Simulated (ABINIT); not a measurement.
# BiTe (Fm-3m) in ABINIT: further runs

The runs below take BiTe through relaxation of cell and atoms, with PBE.

Program: ABINIT 10.8.3 (patched build). These are calculated values, not measurements. Logs are shortened: lines on timing, memory, paths and dates and some standing lists are left out, and cuts for length are marked. The log counts tension as positive stress, the text compression.

### 1 The crystal as given

The structure is cubic, space group Fm-3m (No. 225). Conventional cell: a = 6.470 Å, b = 6.470 Å, c = 6.470 Å, α = 90.00°, β = 90.00°, γ = 90.00°. Bi (site symmetry m-3m) is surrounded by 6 Te at 3.23 Å. Around Te (site symmetry m-3m) lie 6 Bi at 3.23 Å.

### 2 Relaxation of cell and atoms, PBE

run.abi reads:

```
# Pseudopotentials
pp_dirpath "./"
pseudos "Bi.GGA_PBE-JTH.xml, Te.GGA_PBE-JTH.xml"

# Structure
acell 3*1.0
rprim
     0.0000000000     6.1132640132     6.1132640132
     6.1132640132     0.0000000000     6.1132640132
     6.1132640132     6.1132640132     0.0000000000
ntypat 2
znucl 83 52
natom 2
typat 1 2
xred
     0.0000000000     0.0000000000     0.0000000000
     0.5000000000     0.5000000000     0.5000000000
chkprim 0
chksymtnons 0
tolsym 1.0e-6

# Plane-wave basis
ecut 22.0
pawecutdg 44.0
pawxcdev 0

# k points
kptopt 1
ngkpt 7 7 7
nshiftk 1
shiftk 0.0 0.0 0.0

# Exchange and correlation
ixc 11

# Bands and occupations
nband 15
occopt 3
tsmear 0.05 eV

# SCF cycle
nstep 100
tolvrs 1.0e-9

# Output
iomode 3
prtwf 0
prtden 0
prteig 0
prtebands 0
enunit 1

# Relaxation
ionmov 2
ntime 60
tolmxf 5.0e-5
optcell 2
dilatmx 1.08
ecutsm 0.5
```

Potentials or basis: JTH PAW PBE v2.0.

The run is started by

```console
$ abinit run.abi > log 2>&1
```

run.abo:

```text
.Version 10.8.3 of ABINIT
 Symmetries : space group Fm -3 m (#225); Bravais cF (face-center cubic)
================================================================================
 Values of the parameters that define the memory need of the present run
     intxc =       0    ionmov =       2      iscf =      17    lmnmax =      18
     lnmax =       6     mgfft =      40  mpssoang =       3    mqgrid =    3001
     natom =       2  nloc_mem =       2    nspden =       1   nspinor =       1
    nsppol =       1      nsym =      48    n1xccc =       1    ntypat =       2
    occopt =       3   xclevel =       2
       mpw =        2858          nfft =       64000          nkpt =          20
 PAW method is used; the additional fine FFT grid is defined by:
   mgfftf=        60    nfftf =    216000
================================================================================
================================================================================

--------------------------------------------------------------------------------
------------- Echo of variables that govern the present computation ------------
--------------------------------------------------------------------------------
 -outvars: echo values of preprocessed input variables --------
            acell      1.0000000000E+00  1.0000000000E+00  1.0000000000E+00 Bohr
              amu      2.08980370E+02  1.27600000E+02
          chkprim           0
      chksymtnons           0
          dilatmx      1.08000000E+00
             ecut      2.20000000E+01 Hartree
           ecutsm      5.00000000E-01 Hartree
           enunit           1
           ionmov           2
              ixc          11
         kptrlatt        7    0    0      0    7    0      0    0    7
          kptrlen      6.05182261E+01
            natom           2
            nband          15
            ngfft          40      40      40
          ngfftdg          60      60      60
             nkpt          20
            nstep         100
             nsym          48
            ntime          60
           ntypat           2
           occopt           3
          optcell           2
        pawecutdg      4.40000000E+01 Hartree
         pawxcdev           0
           prtden           0
        prtebands           0
           prteig           0
            prtwf           0
            rprim      0.0000000000E+00  6.1132640132E+00  6.1132640132E+00
                       6.1132640132E+00  0.0000000000E+00  6.1132640132E+00
                       6.1132640132E+00  6.1132640132E+00  0.0000000000E+00
          spgroup         225
           tolsym      1.00000000E-06
           tolvrs      1.00000000E-09
           tsmear      1.83746611E-03 Hartree
            typat      1  2
           useylm           1
           xangst      0.0000000000E+00  0.0000000000E+00  0.0000000000E+00
                       3.2349999978E+00  3.2349999978E+00  3.2349999978E+00
            xcart      0.0000000000E+00  0.0000000000E+00  0.0000000000E+00
                       6.1132640132E+00  6.1132640132E+00  6.1132640132E+00
             xred      0.0000000000E+00  0.0000000000E+00  0.0000000000E+00
                       5.0000000000E-01  5.0000000000E-01  5.0000000000E-01
            znucl       83.00000   52.00000

================================================================================

 chkinp: Checking input parameters for consistency.

================================================================================
== DATASET  1 ==================================================================

--- !DatasetInfo
iteration_state: {dtset: 1, }
dimensions: {natom: 2, nkpt: 20, mband: 15, nsppol: 1, nspinor: 1, nspden: 1, mpw: 2858, }
cutoff_energies: {ecut:  22.0, pawecutdg:  44.0, }
electrons: {nelect:   2.10000000E+01, charge:   0.00000000E+00, occopt:   3.00000000E+00, tsmear:   1.83746611E-03, }
meta: {optdriver: 0, ionmov: 2, optcell: 2, iscf: 17, paral_kgb: 0, }
...

 Exchange-correlation functional for the present dataset will be:
  GGA: Perdew-Burke-Ernzerhof functional - ixc=11
  J.P.Perdew, K.Burke, M.Ernzerhof, PRL 77, 3865 (1996)

 Real(R)+Recip(G) space primitive vectors, cartesian coordinates (Bohr,Bohr^-1):
 R(1)=  0.0000000  6.1132640  6.1132640  G(1)= -0.0817894  0.0817894  0.0817894
 R(2)=  6.1132640  0.0000000  6.1132640  G(2)=  0.0817894 -0.0817894  0.0817894
 R(3)=  6.1132640  6.1132640  0.0000000  G(3)=  0.0817894  0.0817894 -0.0817894
 Unit cell volume ucvol=  4.5692977E+02 bohr^3
 Angles (23,13,12)=  6.00000000E+01  6.00000000E+01  6.00000000E+01 degrees

 Coarse grid specifications (used for wave-functions):

 getcut: wavevector=  0.0000  0.0000  0.0000  ngfft=  40  40  40
         ecut(hartree)=     25.661   => boxcut(ratio)=   2.02895

 Fine grid specifications (used for densities):

 getcut: wavevector=  0.0000  0.0000  0.0000  ngfft=  60  60  60
         ecut(hartree)=     51.322   => boxcut(ratio)=   2.15203

--- Pseudopotential description ------------------------------------------------
- pspini: atom type   1  psp file is ./Bi.GGA_PBE-JTH.xml
 Pseudopotential format is: paw10
 basis_size (lnmax)=  6 (lmn_size= 18), orbitals=   0   0   1   1   2   2
 Spheres core radius: rc_sph= 2.41230754
 Shapefunction is BESSEL type: shapef(r,l)=aa(1,l)*jl(q(1,l)*r)+aa(2,l)*jl(q(2,l)*r)
 Radius for shape functions =  2.20555141
 Compensation charge density is not taken into account in XC energy/potential

- pspini: atom type   2  psp file is ./Te.GGA_PBE-JTH.xml
 Pseudopotential format is: paw10
 basis_size (lnmax)=  4 (lmn_size=  8), orbitals=   0   0   1   1
 Spheres core radius: rc_sph= 2.31107438
 Shapefunction is SIN type: shapef(r)=[sin(pi*r/rshp)/(pi*r/rshp)]**2
 Radius for shape functions =  2.10488624
 Compensation charge density is not taken into account in XC energy/potential

   2.90070400E+03                                ecore*ucvol(ha*bohr**3)
--------------------------------------------------------------------------------

================================================================================

=== [ionmov= 2] Broyden-Fletcher-Goldfarb-Shanno method (forces)
================================================================================

--- Iteration: ( 1/60) Internal Cycle: (1/1)
--------------------------------------------------------------------------------

---SELF-CONSISTENT-FIELD CONVERGENCE--------------------------------------------
[... 389 lines left out ...]
 Difference of energy with previous step (new-old):
           Absolute (Ha)=-6.97961E-08
           Relative     =-8.67241E-10

 At Broyd/MD step   4, gradients are converged :
  max grad (force/stress) = 2.4387E-06 < tolmxf= 5.0000E-05 ha/bohr (free atoms)

================================================================================

 ----iterations are completed or convergence reached----

 Mean square residual over all n,k,spin=   30.056E-10; max=  90.158E-08
 reduced coordinates (array xred) for    2 atoms
       0.000000000000      0.000000000000      0.000000000000
       0.500000000000      0.500000000000      0.500000000000
 rms dE/dt=  0.0000E+00; max dE/dt=  0.0000E+00; dE/dt below (all hartree)
    1       0.000000000000      0.000000000000      0.000000000000
    2       0.000000000000      0.000000000000      0.000000000000

 cartesian coordinates (angstrom) at end:
    1      0.00000000000000     0.00000000000000     0.00000000000000
    2      3.25379348060875     3.25379348060875     3.25379348060875

 cartesian forces (hartree/bohr) at end:
    1     -0.00000000000000    -0.00000000000000    -0.00000000000000
    2     -0.00000000000000    -0.00000000000000    -0.00000000000000
 frms,max,avg= 0.0000000E+00 0.0000000E+00   0.000E+00  0.000E+00  0.000E+00 h/b

 cartesian forces (eV/Angstrom) at end:
    1     -0.00000000000000    -0.00000000000000    -0.00000000000000
    2     -0.00000000000000    -0.00000000000000    -0.00000000000000
 frms,max,avg= 0.0000000E+00 0.0000000E+00   0.000E+00  0.000E+00  0.000E+00 e/A
 length scales=  8.695686015480  8.695686015480  8.695686015480 bohr
              =  4.601558869438  4.601558869438  4.601558869438 angstroms
 Fermi (or HOMO) energy (eV) =   0.05986   Average Vxc (eV)=  -9.04535
 Eigenvalues (   eV  ) for nkpt=  20  k points:
 kpt#   1, nband= 15, wtk=  0.00292, kpt=  0.0000  0.0000  0.0000 (reduced coord)
 -23.11083  -23.11083  -23.11083  -23.10952  -23.10952  -13.37704   -8.17188   -2.46189
  -2.46189   -2.46189    2.19584    2.19584    2.19584    4.78382    4.78382
 prteigrs : prtvol=0 or 1, do not print more k-points.

--- !EnergyTerms
iteration_state     : {dtset: 1, itime: 4, icycle: 1, }
comment             : Components of total free energy in Hartree
kinetic             :  7.07997194434608E+00
hartree             :  2.29034925383839E+01
xc                  : -6.58182834737168E+00
Ewald energy        : -5.66291707208264E+01
psp_core            :  6.23888329525829E+00
local_psp           : -7.21027104615837E+01
PAW spherical_terms :  1.86114142291120E+01
internal            : -8.04799475226816E+01
'-kT*entropy'       : -7.47899395830314E-04
total_energy        : -8.04806954220774E+01
total_energy_eV     : -2.18999128847530E+03
...

--- !EnergyTermsDC
iteration_state     : {dtset: 1, itime: 4, icycle: 1, }
comment             : '"Double-counting" decomposition of free energy'
band_energy         : -1.08195674438512E+01
Ewald energy        : -5.66291707208264E+01
psp_core            :  6.23888329525829E+00
xc_dc               : -2.36484586369891E+01
PAW spherical_terms :  4.37835589113841E+00
internal            : -8.04799576152701E+01
'-kT*entropy'       : -7.47899395830314E-04
total_energy_dc     : -8.04807055146659E+01
total_energy_dc_eV  : -2.18999156310863E+03
...

--- !EnergyTermsWithPAWCore
iteration_state     : {dtset: 1, itime: 4, icycle: 1, }
comment             : 'Components of total free energy, including PAW core contributions'
Total energy        : -2.83255142990580E+04
Total energy DC     : -2.83255143091506E+04
Total energy (eV)   : -7.70776510207726E+05
Total energy DC (eV): -7.70776510482359E+05
...

 Cartesian components of stress tensor (hartree/bohr^3)
  sigma(1 1)= -2.43873846E-08  sigma(3 2)=  0.00000000E+00
  sigma(2 2)= -2.43873846E-08  sigma(3 1)=  0.00000000E+00
  sigma(3 3)= -2.43873846E-08  sigma(2 1)=  0.00000000E+00

-Cartesian components of stress tensor (GPa)         [Pressure=  7.1750E-04 GPa]
- sigma(1 1)= -7.17501627E-04  sigma(3 2)=  0.00000000E+00
- sigma(2 2)= -7.17501627E-04  sigma(3 1)=  0.00000000E+00
- sigma(3 3)= -7.17501627E-04  sigma(2 1)=  0.00000000E+00

== END DATASET(S) ==============================================================
================================================================================

 -outvars: echo values of variables after computation  --------
            acell      8.6956860155E+00  8.6956860155E+00  8.6956860155E+00 Bohr
           etotal     -8.0480705515E+01
            fcart     -0.0000000000E+00 -0.0000000000E+00 -0.0000000000E+00
                      -0.0000000000E+00 -0.0000000000E+00 -0.0000000000E+00
            rprim      0.0000000000E+00  7.0710678119E-01  7.0710678119E-01
                       7.0710678119E-01  0.0000000000E+00  7.0710678119E-01
                       7.0710678119E-01  7.0710678119E-01  0.0000000000E+00
           strten     -2.4387384617E-08 -2.4387384620E-08 -2.4387384620E-08
                       0.0000000000E+00  0.0000000000E+00  0.0000000000E+00
           xangst      0.0000000000E+00  0.0000000000E+00  0.0000000000E+00
                       3.2537934806E+00  3.2537934806E+00  3.2537934806E+00
             xred      0.0000000000E+00  0.0000000000E+00  0.0000000000E+00
                       5.0000000000E-01  5.0000000000E-01  5.0000000000E-01
 Calculation completed.
```

Wall time 1.7 min (1 thread of Arm Neoverse V2, shared host); peak memory 0.18 GiB.

Results:

- Free energy: -2189.9916 eV
- Relaxed volume: 34.45 Å³/atom
- Relaxed cell: a = 4.602 Å, b = 4.602 Å, c = 4.602 Å, α = 60.00°, β = 60.00°, γ = 60.00°
- Space group after relaxing (to 0.05 Å): Fm-3m (No. 225)
- Energy gained by relaxing: 1.5 meV/atom
- Ionic steps: 4
- Pressure after relaxing: 0.0 GPa
- Band gap on the k mesh: none (metal or under the smearing width)
- Valence electrons inside the program's atomic spheres: Bi 12.11; Te 3.08

Step by step:
```tsv
step	energy change (eV)	largest force (eV/Å)	pressure (GPa)	volume (Å³)
1	0.0000	0.0000	0.84	67.71
2	-0.0008	0.0000	0.71	67.88
3	-0.0031	0.0000	0.02	68.87
4	-0.0031	0.0000	0.00	68.90
```

Final structure:
```xyz
2
Lattice="0.0000 3.2538 3.2538 3.2538 0.0000 3.2538 3.2538 3.2538 0.0000" Properties=species:S:1:pos:R:3 pbc="T T T"
Bi    0.0000    0.0000    0.0000
Te    3.2538    3.2538    3.2538
```

Caveat: spin-orbit coupling is left out, which moves the levels of the heavy elements. PBE usually gives volumes a little too large and moduli too small.

### 3 Relaxation of cell and atoms, PBE, target pressure 5 GPa, at which the enthalpy is minimised

run.abi, as its differences from that of step 2:

```diff
@@ -59 +59,2 @@
 ecutsm 0.5
+strtarget 3*-1.699465e-04 3*0.0
```

Potentials or basis: JTH PAW PBE v2.0.

The run is started by

```console
$ abinit run.abi > log 2>&1
```

run.abo:

```text
.Version 10.8.3 of ABINIT
 Symmetries : space group Fm -3 m (#225); Bravais cF (face-center cubic)
================================================================================
 Values of the parameters that define the memory need of the present run
     intxc =       0    ionmov =       2      iscf =      17    lmnmax =      18
     lnmax =       6     mgfft =      40  mpssoang =       3    mqgrid =    3001
     natom =       2  nloc_mem =       2    nspden =       1   nspinor =       1
    nsppol =       1      nsym =      48    n1xccc =       1    ntypat =       2
    occopt =       3   xclevel =       2
       mpw =        2858          nfft =       64000          nkpt =          20
 PAW method is used; the additional fine FFT grid is defined by:
   mgfftf=        60    nfftf =    216000
================================================================================
================================================================================

--------------------------------------------------------------------------------
[... 692 lines left out ...]
- sigma(1 1)= -5.00052790E+00  sigma(3 2)=  0.00000000E+00
- sigma(2 2)= -5.00052790E+00  sigma(3 1)=  0.00000000E+00
- sigma(3 3)= -5.00052790E+00  sigma(2 1)=  0.00000000E+00

== END DATASET(S) ==============================================================
================================================================================

 -outvars: echo values of variables after computation  --------
            acell      8.4444572776E+00  8.4444572776E+00  8.4444572776E+00 Bohr
           etotal     -8.0477637316E+01
            fcart     -0.0000000000E+00 -0.0000000000E+00 -0.0000000000E+00
                      -0.0000000000E+00 -0.0000000000E+00 -0.0000000000E+00
            rprim      0.0000000000E+00  7.0710678119E-01  7.0710678119E-01
                       7.0710678119E-01  0.0000000000E+00  7.0710678119E-01
                       7.0710678119E-01  7.0710678119E-01  0.0000000000E+00
           strten     -1.6996448869E-04 -1.6996448869E-04 -1.6996448869E-04
                       0.0000000000E+00  0.0000000000E+00  0.0000000000E+00
           xangst      0.0000000000E+00  0.0000000000E+00  0.0000000000E+00
                       3.1597875071E+00  3.1597875071E+00  3.1597875071E+00
             xred      0.0000000000E+00  0.0000000000E+00  0.0000000000E+00
                       5.0000000000E-01  5.0000000000E-01  5.0000000000E-01
 Calculation completed.
```

It took 2 min on 1 thread of Arm Neoverse V2, shared host; peak memory 0.18 GiB.

Results:

```
Free energy                                            : -2189.9081 eV
Relaxed volume                                         : 31.55 Å³/atom
Relaxed cell                                           : a = 4.469 Å, b = 4.469 Å, c = 4.469 Å, α = 60.00°, β = 60.00°, γ = 60.00°
Space group after relaxing (to 0.05 Å)                 : Fm-3m (No. 225)
Energy change on relaxing (the enthalpy is what falls) : +40.2 meV/atom
Ionic steps                                            : 5
Pressure after relaxing                                : 5.0 GPa
Band gap on the k mesh                                 : none (metal or under the smearing width)
Valence electrons inside the program's atomic spheres  : Bi 12.14; Te 3.10
```

Step by step:
| step | energy change (eV) | largest force (eV/Å) | pressure (GPa) | volume (Å³) |
| --- | --- | --- | --- | --- |
| 1 | 0.0000 | 0.0000 | 0.84 | 67.71 |
| 2 | 0.0063 | 0.0000 | 1.50 | 66.85 |
| 3 | 0.0914 | 0.0000 | 5.37 | 62.76 |
| 4 | 0.0796 | 0.0000 | 4.97 | 63.12 |
| 5 | 0.0804 | 0.0000 | 5.00 | 63.10 |

Final structure:
```
CELL_PARAMETERS angstrom
0.00000 3.15979 3.15979
3.15979 0.00000 3.15979
3.15979 3.15979 0.00000
ATOMIC_POSITIONS crystal
Bi 0.00000 0.00000 0.00000
Te 0.50000 0.50000 0.50000
```

Levels at points of the mesh, in eV from the Fermi level:
```
           k point  band 6  band 7  band 8  band 9  band 10  band 11  band 12  band 13  band 14  band 15
(0.00, 0.00, 0.00)  -14.10   -7.92   -2.79   -2.79    -2.79     2.31     2.31     2.31     4.56     4.56
```

Caveat: spin-orbit coupling is left out, which moves the levels of the heavy elements.

### 4 Relaxation of cell and atoms, PBE, target pressure 10 GPa, at which the enthalpy is minimised

run.abi, as its differences from that of step 3:

```diff
@@ -59,2 +59,2 @@
 ecutsm 0.5
-strtarget 3*-1.699465e-04 3*0.0
+strtarget 3*-3.398931e-04 3*0.0
```

The run is started by

```console
$ abinit run.abi > log 2>&1
```

It took 2 min on 1 thread of Arm Neoverse V2, shared host; peak memory 0.18 GiB.

The run converged. Its results:

- Free energy: -2189.7280 eV
- Relaxed volume: 29.59 Å³/atom
- Relaxed cell: a = 4.374 Å, b = 4.374 Å, c = 4.374 Å, α = 60.00°, β = 60.00°, γ = 60.00°
- Space group after relaxing (to 0.05 Å): Fm-3m (No. 225)
- Energy change on relaxing (the enthalpy is what falls): +130.2 meV/atom
- Ionic steps: 5
- Pressure after relaxing: 10.0 GPa
- Band gap on the k mesh: none (metal or under the smearing width)
- Valence electrons inside the program's atomic spheres: Bi 12.17; Te 3.13

The path:
```tsv
step	energy change (eV)	largest force (eV/Å)	pressure (GPa)	volume (Å³)
1	0.0000	0.0000	0.84	67.71
2	0.0185	0.0000	2.35	65.83
3	0.3328	0.0000	11.66	58.11
4	0.2526	0.0000	9.81	59.31
5	0.2605	0.0000	10.00	59.18
```

Final structure:
```
Bi Te
1.0
     0.00000    3.09300    3.09300
     3.09300    0.00000    3.09300
     3.09300    3.09300    0.00000
Bi Te
1 1
Direct
  0.00000 0.00000 0.00000
  0.50000 0.50000 0.50000
```

Levels at points of the mesh, in eV from the Fermi level:
```csv
k point,band 7,band 8,band 9,band 10,band 11,band 12,band 13,band 14
"(0.00, 0.00, 0.00)",-7.68,-3.01,-3.01,-3.01,2.43,2.43,2.43,4.42
```

Caveat: spin-orbit coupling is left out, which moves the levels of the heavy elements.

(Continued in part 2 of 2.)
